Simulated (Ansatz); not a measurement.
# C₃H₈Cl₃NSn: one species, many methods

The task here is to estimate one member of a computed series from the others.

Computed with Ansatz 0.2.0, Gaussian basis. Level: functionals in def2-TZVPP, the program's frozen cores in correlated methods.

Plan: LDA (SPW92), PBE-D4, revPBE-D4, BLYP-D4, r2SCAN-D4, B97M-V, PBE0-D4, B3LYP-D4, r2SCANh-D4, r2SCAN0-D4, HSE06-D4, BHLYP-D4, CAM-B3LYP-D4, LC-ωPBE, ωB97X-V, ωB97M-V, B2PLYP, PBE-QIDH; CCSD(T)/def2-SVP; CCSD(T)/def2-TZVPP; MP2/def2-QZVPP; extrapolation to the limit; RPA on PBE.

## The relaxed structure

All runs share one geometry, relaxed beforehand with PBE0-D4 in a triple-zeta def2 set. Sn takes the def2 core potential; no spin-orbit term is included.

SMILES `CC[N](C)[Sn]([Cl])([Cl])[Cl]`, 16 atoms, charge 0, spin multiplicity 1.

Atoms are counted from 1 here; the program's logs count them from 0.

Bond lengths: C1–C2 1.512 Å, C1–H9 1.096 Å, C1–H10 1.091 Å, C1–H11 1.091 Å, C2–N3 1.454 Å, C2–H12 1.102 Å, C2–H13 1.098 Å, N3–C4 1.452 Å, N3–Sn5 2.003 Å, C4–H14 1.099 Å, C4–H15 1.091 Å, C4–H16 1.096 Å, Sn5–Cl6 2.301 Å, Sn5–Cl7 2.319 Å, Sn5–Cl8 2.305 Å. Angles: C2–C1–H9 112.1°, C2–C1–H10 111.2°, C2–C1–H11 110.1°, H9–C1–H10 108.4°, H9–C1–H11 106.4°, H10–C1–H11 108.5°, C1–C2–N3 113.2°, C1–C2–H12 109.9°, C1–C2–H13 109.2°, N3–C2–H12 111.4°, N3–C2–H13 106.5°, H12–C2–H13 106.3°, C2–N3–C4 112.5°, C2–N3–Sn5 117.6°, C4–N3–Sn5 116.7°, N3–C4–H14 113.3°, N3–C4–H15 111.0°, N3–C4–H16 108.7° and more.

The first run:

Input file in.yaml:

```yaml
crystal:
  periodic: [false, false, false]
  atoms:
    - {symbol: C, position_ang: [-1.588612, 0.377483, -1.145238]}
    - {symbol: C, position_ang: [-1.166251, -0.144191, 0.209289]}
    - {symbol: N, position_ang: [0.192187, 0.229995, 0.569737]}
    - {symbol: C, position_ang: [0.549492, -0.198885, 1.909818]}
    - {symbol: Sn, position_ang: [1.606195, 0.052862, -0.837459]}
    - {symbol: Cl, position_ang: [1.587479, 1.798566, -2.335668]}
    - {symbol: Cl, position_ang: [1.466493, -1.892833, -2.091042]}
    - {symbol: Cl, position_ang: [3.669731, 0.089284, 0.189849]}
    - {symbol: H, position_ang: [-1.020319, -0.085153, -1.960155]}
    - {symbol: H, position_ang: [-1.462341, 1.459710, -1.208273]}
    - {symbol: H, position_ang: [-2.637967, 0.139724, -1.327913]}
    - {symbol: H, position_ang: [-1.308079, -1.235815, 0.251744]}
    - {symbol: H, position_ang: [-1.821411, 0.281412, 0.981023]}
    - {symbol: H, position_ang: [0.433486, -1.281185, 2.064545]}
    - {symbol: H, position_ang: [1.578617, 0.073645, 2.146314]}
    - {symbol: H, position_ang: [-0.101698, 0.312683, 2.627631]}
basis:
  gaussian: {orbitals: def2-TZVPP}
hamiltonian: {xc: lda}
output: {orbitals: {seedname: orbitals}}
```

Command:

```console
$ ansatz run in.yaml --threads 5 --pin off --events-out ev --progress --plain --max-ram 66560MiB --backend cuda --devices 0, --max-vram 37GiB
```

Steps of the session up to this table: LDA; PBE-D4 (GGA); revPBE-D4 (GGA); BLYP-D4 (GGA); r2SCAN-D4 (meta-GGA); B97M-V (meta-GGA); PBE0-D4 (hybrid); B3LYP-D4 (hybrid); r2SCANh-D4 (hybrid); r2SCAN0-D4 (hybrid); HSE06-D4 (hybrid); BHLYP-D4 (hybrid); CAM-B3LYP-D4 (range-separated); LC-ωPBE (range-separated); ωB97X-V (range-separated); ωB97M-V (range-separated); B2PLYP (double hybrid); PBE-QIDH (double hybrid).

One table of the session follows, with a row left open; its other results are not shown here.

It belongs to the step «Frontier levels by functional». 

| functional | HOMO (eV) | LUMO (eV) | gap (eV) |
| --- | --- | --- | --- |
| LDA (SPW92) | -5.95 | -3.45 | 2.50 |
| PBE-D4 | -5.81 | -3.15 | 2.67 |
| revPBE-D4 | -5.76 | -3.04 | 2.72 |
| BLYP-D4 | -5.71 | -3.08 | 2.63 |
| r2SCAN-D4 | -6.08 | -2.97 | 3.11 |
| B97M-V | -6.20 | -2.88 | 3.32 |
| PBE0-D4 | -7.13 | -2.24 | 4.89 |
| B3LYP-D4 | -6.92 | -2.53 | 4.39 |
| r2SCANh-D4 | -6.57 | -2.64 | 3.93 |
| r2SCAN0-D4 | ? | ? | ? |
| HSE06-D4 | -6.73 | -2.61 | 4.12 |
| BHLYP-D4 | -8.40 | -1.23 | 7.17 |
| CAM-B3LYP-D4 | -8.50 | -1.23 | 7.27 |
| LC-ωPBE | -9.82 | 0.01 | 9.84 |
| ωB97X-V | -9.51 | -0.11 | 9.40 |
| ωB97M-V | -9.41 | -0.20 | 9.21 |

**Question.** Estimate the row for r2SCAN0-D4.

Worked estimate for «HOMO (eV)». Against the share of exact exchange, r2SCAN-D4 (0, -6.08), r2SCANh-D4 (0.1, -6.57) give a slope of -4.90 per unit share; at 0.25 the line stands at -7.30.

The run gave: HOMO (eV): -7.32; LUMO (eV): -2.14; gap (eV): 5.18. In «HOMO (eV)» the line misses by +0.02.
